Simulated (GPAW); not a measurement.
MoSe:

```xyz
2
Lattice="0.0000 2.8929 2.8929 2.8929 0.0000 2.8929 2.8929 2.8929 0.0000" Properties=species:S:1:pos:R:3 pbc="T T T"
Mo    0.0000    0.0000    0.0000
Se    2.8929    2.8929    2.8929
```

The cell was built by a generator and needn't be a form met in nature.

```yaml
Program: GPAW 26.7.0
Task: relaxation of cell and atoms
Functional: PBE
Dispersion: D3
Potentials_or_basis: GPAW PAW data sets (gpaw-data 1.2.1)
Cutoff: 600 eV
Basis: pw
k_mesh: 8 × 8 × 8
Occupations: fermi-dirac, width 0.05 eV
Spin: no spin polarisation
```

At the start: pressure -22.2 GPa; volume 24.21 Å³/atom.

Question: How do energy, volume and symmetry change on relaxing?

Answer: Over 5 steps the energy falls by 560.6 meV/atom and the volume is 17.42 Å³/atom (-28.1 %); space group Fm-3m (No. 225, to 0.05 Å).

Step by step:
| step | energy change (eV) | largest force (eV/Å) | pressure (GPa) | volume (Å³) |
| --- | --- | --- | --- | --- |
| 1 | 0.0000 | 0.0000 | -22.20 | 48.42 |
| 2 | -0.4527 | 0.0000 | -20.57 | 45.06 |
| 3 | -1.0929 | 0.0000 | 6.63 | 33.38 |
| 4 | -1.1171 | 0.0000 | -2.23 | 35.37 |
| 5 | -1.1212 | 0.0000 | -0.13 | 34.84 |

Final structure:
```yaml
crystal:
  lattice:
    - [0.00000, 2.59221, 2.59221]
    - [2.59221, 0.00000, 2.59221]
    - [2.59221, 2.59221, 0.00000]
  atoms:
    - { symbol: Mo, position: [0.00000, 0.00000, 0.00000] }
    - { symbol: Se, position: [0.50000, 0.50000, 0.50000] }
```

Caveat: later steps reuse the first step's grids; the volume moved by over 15 % at a fixed basis, so the end points are rough; pairwise dispersion overbinds metals, which lowers pressure and volume.
